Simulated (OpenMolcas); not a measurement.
# Co⁴⁺ among point charges: CASSCF and CASPT2 levels and susceptibility, part 1 of 2

Aim: the splitting of the states of Co⁴⁺ in the field of 6 point charges, its lowest levels with spin-orbit coupling and its magnetic susceptibility.

Method: state-averaged CASSCF and CASPT2, spin-orbit coupling by RASSI with atomic mean-field integrals. Code: OpenMolcas 26.06.

**1. Starting point**

| Item | Value |
| --- | --- |
| Species | Co⁴⁺ (cobalt, Z = 27, 23 electrons) |
| Basis | ANO-RCC-VDZP [5s4p2d1f], 34 functions |
| Scalar Hamiltonian | DKH2, point nucleus |
| Inactive shells | 1s 2s 2p 3s 3p |
| Active space | 5 electrons in 5 orbitals (3d) |
| Some configurations of this space | 3d5 |
| Orbitals | optimised for each spin and parity, averaged over all roots |

Outer shells as boxes (Hund's rule):

3d5
```
3d [↑ ][↑ ][↑ ][↑ ][↑ ]
```

The ion sits among 6 point charges of -2.2 e arranged as an octahedron (Oh), 1.86 Å from the ion.

The work runs as a chain of OpenMolcas steps in one folder; each step below is one input file. Labels, J, g values, rates, χT and fits are worked out afterwards by a script from the matrices that RASSI stores. The input lists half of the charges; inversion (Group=XYZ) makes the rest.

**2. Basis and integrals**

File a.inp:

```
&GATEWAY
Coord
1

Co 0.0 0.0 0.0
Basis=ANO-RCC-VDZP
Group=XYZ
NoMove
AngMom=0.0 0.0 0.0
AMFI
XField
3 Angstrom 0
1.860000 0.000000 0.000000 -2.200000
0.000000 1.860000 0.000000 -2.200000
0.000000 0.000000 1.860000 -2.200000
&SEWARD
```

The run is started by

```
$ OMP_NUM_THREADS=1 MOLCAS_MEM=1689 MOLCAS_PROJECT=a pymolcas a.inp > a.log
```

The program printed:

```text
Basis set label: CO.ANO-RCC...5S4P2D1F.

      Electronic valence basis set:
      ------------------
      Associated Effective Charge  27.000000 au
      Associated Actual Charge     27.000000 au
      Nuclear Model: Point charge

      Shell  nPrim  nBasis  Cartesian Spherical Contaminant
         s      21       5        X
         p      15       4        X
         d      10       2                 X
         f       6       1                 X
                  Relativistic Douglas-Kroll-Hess integrals:
                    - DKH order of Hamiltonian: 2
                    - DKH order of Properties : 0
                  Atomic mean-field integrals
```

**3. Reference wave functions, sextets of even parity, 1 root**

File a.inp:

```
&RASSCF
FileOrb=start.orb
Symmetry=1
Spin=6
nActEl=5 0 0
Inactive=3 6
Ras2=5 0
CIRoot=1 1 1
SDav=1
CIMx=300
Iter=120 100
PrWF=0.3
OrbListing=Nothing
MaxOrb=0
>>> COPY $Project.JobIph JOB001
```

start.orb holds the contracted functions of the basis, ordered by shell, or the orbitals of the step before.

The program printed (excerpt; [...] marks lines left out):

```text
[...]
      Number of active orbitals                  5
[...]
      Spin quantum number                      2.5
[...]
      Active orbitals                            5   0
[...]
      Number of CSFs                             1
      Number of root(s) required                 1
[...]
      Convergence after  8 iterations
[...]
      Natural orbitals and occupation numbers for root  1
      sym 1:   1.000000   1.000000   1.000000   1.000000   1.000000
::    RASSCF root number  1 Total energy:  -1403.06003090
```

**4. Reference wave functions, quartets of even parity, 24 roots**

File a.inp:

```
&RASSCF
FileOrb=start.orb
Symmetry=1
Spin=4
nActEl=5 0 0
Inactive=3 6
Ras2=5 0
CIRoot=24 24 1
SDav=24
CIMx=300
Iter=120 100
PrWF=0.3
OrbListing=Nothing
MaxOrb=0
>>> COPY $Project.JobIph JOB002
```

The program printed (excerpt; [...] marks lines left out):

```text
[...]
      Number of active orbitals                  5
[...]
      Spin quantum number                      1.5
[...]
      Active orbitals                            5   0
[...]
      Number of CSFs                            24
      Number of root(s) required                24
[...]
      Convergence after  7 iterations
[...]
      Natural orbitals and occupation numbers for root  1
      sym 1:   1.040345   1.601953   0.394559   1.013944   0.949199
      Natural orbitals and occupation numbers for root  2
      sym 1:   1.014700   1.036820   0.392232   1.604307   0.951941
      Natural orbitals and occupation numbers for root  3
      sym 1:   1.635694   0.363841   1.007715   1.005559   0.987191
::    RASSCF root number  1 Total energy:  -1402.87269151
::    RASSCF root number  2 Total energy:  -1402.87269151
::    RASSCF root number  3 Total energy:  -1402.87269151
[...]
::    RASSCF root number 21 Total energy:  -1402.73455016
::    RASSCF root number 22 Total energy:  -1402.73455016
::    RASSCF root number 23 Total energy:  -1402.73455016
::    RASSCF root number 24 Total energy:  -1402.73439484
```

**5. Reference wave functions, doublets of even parity, 75 roots**

File a.inp:

```
&RASSCF
FileOrb=start.orb
Symmetry=1
Spin=2
nActEl=5 0 0
Inactive=3 6
Ras2=5 0
CIRoot=75 75 1
SDav=75
CIMx=300
Iter=120 100
PrWF=0.3
OrbListing=Nothing
MaxOrb=0
>>> COPY $Project.JobIph JOB003
```

The run is started by

```
$ OMP_NUM_THREADS=1 MOLCAS_MEM=1689 MOLCAS_PROJECT=a pymolcas a.inp > a.log
```

The program printed (excerpt; [...] marks lines left out):

```text
[...]
      Number of active orbitals                  5
[...]
      Spin quantum number                      0.5
[...]
      Active orbitals                            5   0
[...]
      Number of CSFs                            75
      Number of root(s) required                75
[...]
      Convergence after  7 iterations
[...]
      Natural orbitals and occupation numbers for root  1
      sym 1:   1.416094   1.416095   0.494150   1.078118   0.595542
      Natural orbitals and occupation numbers for root  2
      sym 1:   1.078014   1.416200   0.595468   1.416151   0.494168
      Natural orbitals and occupation numbers for root  3
      sym 1:   1.416200   1.078013   0.494168   1.416152   0.595467
::    RASSCF root number  1 Total energy:  -1402.79207982
::    RASSCF root number  2 Total energy:  -1402.79207982
::    RASSCF root number  3 Total energy:  -1402.79207982
[...]
::    RASSCF root number 27 Total energy:  -1402.72475429
::    RASSCF root number 28 Total energy:  -1402.72475429
::    RASSCF root number 29 Total energy:  -1402.72256868
::    RASSCF root number 30 Total energy:  -1402.72256868
```

**6. State interaction with spin-orbit coupling**

File a.inp:

```
&RASSI
NrOfJobIphs=3 1 24 75
1
1 2 3 4 5 6 7 8 9 10 11 12 13 14 15 16 17 18 19 20 21 22 23 24
1 2 3 4 5 6 7 8 9 10 11 12 13 14 15 16 17 18 19 20 21 22 23 24 25 26 27
28 29 30 31 32 33 34 35 36 37 38 39 40 41 42 43 44 45 46 47 48 49 50 51
52 53 54 55 56 57 58 59 60 61 62 63 64 65 66 67 68 69 70 71 72 73 74 75
IphNames
JOB001
JOB002
JOB003
EJob
SpinOrbit
DIPRint=1.0
SOCoupling=1000.0
Subsets=2
Property=9
'ANGMOM' 1 'ANGMOM' 2 'ANGMOM' 3 'MLTPL  1' 1 'MLTPL  1' 2 'MLTPL  1' 3
'AMFI' 1 'AMFI' 2 'AMFI' 3
SOProperty=3
'ANGMOM' 1 'ANGMOM' 2 'ANGMOM' 3
```

The program printed (excerpt; [...] marks lines left out):

```text
SPIN-FREE ENERGIES:
  (Shifted by EMIN (a.u.) =      -1403.0600308957)
 SF State       Relative EMIN(au)   Rel lowest level(eV)    D:o, cm**(-1)      L_eff
     1             0.0000000000        0.0000000000              0.0000         0.0
     2             0.1873393861        5.0977643939          41116.2427         3.7
     3             0.1873393861        5.0977643939          41116.2427         3.7
     4             0.1873393861        5.0977643939          41116.2427         3.7
     5             0.1915779139        5.2131006101          42046.4920         4.0
     6             0.1915779139        5.2131006101          42046.4920         4.0
     7             0.1915779139        5.2131006101          42046.4920         4.0
     8             0.1927506588        5.2450126259          42303.8798         4.0
     9             0.1927506588        5.2450126259          42303.8798         4.0
    10             0.1931387782        5.2555738917          42389.0621         4.0
[...]
Eigenvalues of complex Hamiltonian:
   -----------------------------------
  (Shifted by EMIN (a.u.) =      -1403.0600308957)
 SO State       Relative EMIN(au)   Rel lowest level(eV)    D:o, cm**(-1)     J-value
     1            -0.0002317771        0.0000000000              0.0000         2.0
     2            -0.0002317771        0.0000000000              0.0000         2.0
     3            -0.0002317727        0.0000001205              0.0010         1.8
     4            -0.0002317727        0.0000001205              0.0010         2.2
     5            -0.0002317727        0.0000001205              0.0010         2.1
     6            -0.0002317727        0.0000001205              0.0010         1.8
     7             0.1867954926        5.0892712740          41047.7411         3.4
     8             0.1867954926        5.0892712740          41047.7411         3.4
     9             0.1869247780        5.0927893092          41076.1159         3.3
    10             0.1869247780        5.0927893092          41076.1159         3.4
    11             0.1869247780        5.0927893092          41076.1159         3.5
[...]
```

These steps: 16 s of run time, 1 thread, shared host.

Spin-free states, with their symmetry labels:

| state | degeneracy | E (cm-1) | free-ion L (%) |
| --- | --- | --- | --- |
| 6A1 | 1 | 0 | S (100) |
| 4T1 | 3 | 41116 | G (87) |
| 4T2 | 3 | 42046 | G (99) |
| 4E | 2 | 42304 | G (100) |
| 4A1 | 1 | 42389 | G (100) |
| 4T1 | 3 | 50039 | P (87) |
| 4T2 | 3 | 52116 | D (98) |
| 4E | 2 | 52660 | D (100) |
| 2T2 | 3 | 58808 | I (87) |
| 2A2 | 1 | 59313 | I (92) |
| 2T1 | 3 | 59586 | I (94) |
| 2T2 | 3 | 59736 | I (96) |
| 2E | 2 | 59961 | I (99) |
| 2A1 | 1 | 60342 | I (100) |
| 2T2 | 3 | 66048 | D (60) |
| 2E | 2 | 67660 | D (90) |
| 2T1 | 3 | 69487 | F (91) |
| 2A2 | 1 | 70269 | F (92) |
| 4T1 | 3 | 70543 | F (100) |
| 2T2 | 3 | 70935 | F (52) |
| 4T2 | 3 | 71435 | F (98) |
| 4A2 | 1 | 71469 | F (100) |
| 2T1 | 3 | 73585 | H (90) |
| 2E | 2 | 74064 | H (68) |

With spin-orbit coupling:

```tsv
E (cm-1)	Degeneracy	Label	2S+1	g
0.0	6		6	
41048	2	Γ7	4	2.24 2.24 2.24
41076	4	Γ8	4	
41115	4	Γ8	4	
41178	2	Γ6	4	2.88 2.88 2.88
41921	2	Γ7	4	1.70 1.70 1.70
42009	4	Γ8	4	
42096	2	Γ6	4	4.22 4.22 4.22
42106	4	Γ8	4	
42293	2	Γ7	4	2.17 2.17 2.17
42300	4	Γ8	4	
42317	2	Γ6	4	1.35 1.35 1.35
42388	4	Γ8	4	
49589	4	Γ8	4	
49666	2	Γ7	4	2.56 2.56 2.56
49770	4	Γ8	4	
49977	2	Γ6	4	2.59 2.59 2.59
52019	2	Γ6	4	2.12 2.12 2.12
52195	4	Γ8	4	
52337	2	Γ7	4	4.37 4.37 4.37
52420	4	Γ8	4	
52743	2	Γ6	4	1.11 1.11 1.11
52905	4	Γ8	4	
52964	2	Γ7	4	2.44 2.44 2.44
```

The table of states holds 24 of 43 computed; the rest, higher up, is left out. Principal g values are given for doublets only; a zero marks a field direction without first-order Zeeman splitting.

Powder χT (cm³ K/mol): 4.39 at 2 K, 4.39 at 5 K, 4.39 at 10 K, 4.39 at 20 K, 4.39 at 50 K, 4.39 at 100 K, 4.39 at 150 K, 4.39 at 200 K, 4.39 at 250 K, 4.39 at 300 K.

(Continued in part 2 of 2.)
